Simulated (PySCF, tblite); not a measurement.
# C3H12B3N: geometry, infrared bands and NMR shifts

What infrared bands and NMR shifts should C3H12B3N (`B[C@@H](BC)B(C)N`) show?

Computed with tblite 0.8.0 and PySCF 2.14.0, with density-fitted response routines of our own, on a single molecule in the gas phase. Atoms count from 0, in the outputs and in this text.

## (1) The starting structure

19 atoms, charge 0, multiplicity 1; geometry from: force field or distance geometry start.

Bonds of the start (Å): B0–C1 1.58, C1–B2 1.61, B2–C3 1.57, C1–B4 1.60, B4–C5 1.60, B4–N6 1.52, B0–H7 1.17, B0–H8 1.18, C1–H9 1.11, B2–H10 1.19, C3–H11 1.11, C3–H12 1.10, C3–H13 1.12, C5–H14 1.10, C5–H15 1.12, C5–H16 1.11, N6–H17 1.04, N6–H18 1.05.

## (2) Optimising the geometry with GFN2-xTB

What the job is given:

```
{"job": {"kind": "relax", "xc": "GFN2-xTB", "basis": "xTB"}, "charge": 0, "multiplicity": 1}
B      0.665000     1.238900    -1.676400
C      0.491300     0.165600    -0.528300
B      1.167800     0.694700     0.831300
C      2.309800    -0.119200     1.536500
B     -1.051400    -0.164400    -0.268300
C     -1.608000    -1.647900    -0.452200
N     -2.004800     0.953700     0.136500
H      0.585600     0.882400    -2.792700
H      0.344900     2.358600    -1.463900
H      1.019200    -0.764600    -0.829700
H      0.764700     1.698100     1.319600
H      2.621200     0.395800     2.471900
H      3.174700    -0.219100     0.872100
H      1.938900    -1.138200     1.803700
H     -2.393000    -1.648500    -1.229600
H     -2.040000    -1.991100     0.523400
H     -0.786300    -2.334600    -0.743700
H     -2.770900     0.980200    -0.571000
H     -2.438600     0.668900     1.053300
```

The run is started by

```console
$ OMP_NUM_THREADS=1 python probes_run.py task.json out
```

The driver reads the jobs from task.json and runs them one after another.

**Question.** This job is followed by: GFN2-xTB harmonic vibrations, gas phase; GIAO PBE0/pcSseg-1 NMR shielding, non-relativistic, gas phase. What will the session give for the following? strongest single infrared mode (GFN2-xTB); zero-point energy (GFN2-xTB); 13C shifts against TMS (PBE0/pcSseg-1); 1H shifts against TMS (PBE0/pcSseg-1, means over atoms taken as alike); 11B shifts against BF3·OEt2 (PBE0/pcSseg-1); 15N shifts against NH3 (PBE0/pcSseg-1).

As calculated:

| quantity | value |
| --- | --- |
| strongest single infrared mode (GFN2-xTB) | 1102 cm⁻¹, 261 km/mol |
| zero-point energy (GFN2-xTB) | 96.2 kcal/mol |
| 13C shifts against TMS (PBE0/pcSseg-1) | 94.7, 14.4, 7.0 ppm |
| 1H shifts against TMS (PBE0/pcSseg-1, means over atoms taken as alike) | 7.58, 7.43, 5.25, 4.22, 0.96, 0.27 ppm |
| 11B shifts against BF3·OEt2 (PBE0/pcSseg-1) | 78.6, 77.8, 38.1 ppm |
| 15N shifts against NH3 (PBE0/pcSseg-1) | 111.6 ppm |

The optimisation took 93 steps and gained 1.366 eV; among the close pairs (by a distance rule), B4–N6 changed most, from 1.524 to 1.384 Å. The lowest mode is imaginary (84i cm⁻¹), so the xTB geometry is not a minimum. The strongest single mode, at 1102 cm⁻¹, moves mainly B4. Unscaled tight-binding wavenumbers are off by several per cent, some by more. Its intensities can rank the bands wrongly. At PBE0/pcSseg-1: The widest tensor belongs to C1: span 180 ppm, with a paramagnetic part of -168 ppm.
